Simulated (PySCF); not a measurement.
# ZnS: changing the method

Aim: see what other levels and later steps give for ZnS.

Program: PySCF 2.14.0. Level of theory: each script names its method and basis. These are calculated values, not measurements.

2 further runs of the same task are left out: 2 that didn't finish.

## Step 1: Starting geometry

ZnS: 2 atoms, charge 0, spin multiplicity 1.

Bond lengths: Zn1–S2 2.023 Å.

## Step 2: The base run

Contents of input.py:

```python
from pyscf import gto, scf, mp

mol = gto.M(
    atom='Zn 0 0 0; S 0 0 2.023',
    basis='pcseg-1',
    charge=0,
    spin=0,
    verbose=3,
)
mf = scf.RHF(mol)
mf.kernel()
mp.MP2(mf, frozen=10).kernel()
mf.dip_moment()
print('orbital energies (hartree):', mf.mo_energy[..., max(0, mol.nelec[1]-3):mol.nelec[0]+3].round(4))
```

Started as:

```console
$ OMP_NUM_THREADS=1 python input.py
```

## Step 3: Geometry optimisation

Variant 1 changes step after the SCF: mp2 → optimize.

Contents of input.py:

```python
from pyscf import gto, scf
from pyscf.geomopt.geometric_solver import optimize

mol = gto.M(
    atom='Zn 0 0 0; S 0 0 2.023',
    basis='pcseg-1',
    charge=0,
    spin=0,
    verbose=3,
)
mf = scf.RHF(mol)
mf.kernel()
mol_eq = optimize(mf, maxsteps=30)
print('optimised geometry (angstrom)')
print(mol_eq.tostring('raw'))
print('orbital energies (hartree):', mf.mo_energy[..., max(0, mol.nelec[1]-3):mol.nelec[0]+3].round(4))
```

## Step 4: Population analysis

Variant 2 changes step after the SCF: mp2 → analyze.

Contents of input.py:

```python
from pyscf import gto, scf

mol = gto.M(
    atom='Zn 0 0 0; S 0 0 2.023',
    basis='pcseg-1',
    charge=0,
    spin=0,
    verbose=3,
)
mf = scf.RHF(mol)
mf.kernel()
mf.analyze()
print('orbital energies (hartree):', mf.mo_energy[..., max(0, mol.nelec[1]-3):mol.nelec[0]+3].round(4))
```

## Step 5: Frequency run

Variant 3 changes step after the SCF: mp2 → frequency.

Edit input.py of step 2 so:

```diff
@@ -1,2 +1,3 @@
-from pyscf import gto, scf, mp
+from pyscf import gto, scf
+from pyscf.hessian import thermo
 
@@ -11,3 +12,4 @@
 mf.kernel()
-mp.MP2(mf, frozen=10).kernel()
+hess = mf.Hessian().kernel()
+print('wavenumber (cm^-1) =', thermo.harmonic_analysis(mol, hess)['freq_wavenumber'].round(1))
 mf.dip_moment()
```

## Step 6: Slater, (RKS)

Variant 4 changes functional: none (Hartree–Fock) → slater,; SCF type: RHF → RKS; step after the SCF: mp2 → analyze.

Contents of input.py:

```python
from pyscf import gto, dft

mol = gto.M(
    atom='Zn 0 0 0; S 0 0 2.023',
    basis='pcseg-1',
    charge=0,
    spin=0,
    verbose=3,
)
mf = dft.RKS(mol, xc='slater,')
mf.kernel()
mf.analyze()
print('orbital energies (hartree):', mf.mo_energy[..., max(0, mol.nelec[1]-3):mol.nelec[0]+3].round(4))
```

Q: Predict the outcome of this session. Wanted: for each run, E(SCF); from base; gap; SCF dipole; after the SCF.

**Answer**, as computed:

```
                        run  E(SCF) (hartree)  from base (eV)  gap (eV)  SCF dipole (D)                            after the SCF
                       base      -2175.022360               0      7.49            7.99  MP2 correlation -11.651 eV, core frozen
      geometry optimisation      -2175.022360          0.0000      7.49             n/a                  bond 2.099 Å, -0.049 eV
        population analysis      -2175.022360          0.0000      7.49            7.99                                      n/a
              frequency run      -2175.022360          0.0000      7.49            7.99                    highest mode 526 cm⁻¹
slater, (RKS) (poor choice)      -2169.196149  not comparable      0.44            5.27                                      n/a
```

SCF columns refer to the geometry typed in the script.

What this shows: A lower total energy from another functional means nothing by itself. The dearest run is “frequency run”, at 17 s against 1 s. Rows marked «poor choice» come from settings spoiled on purpose.
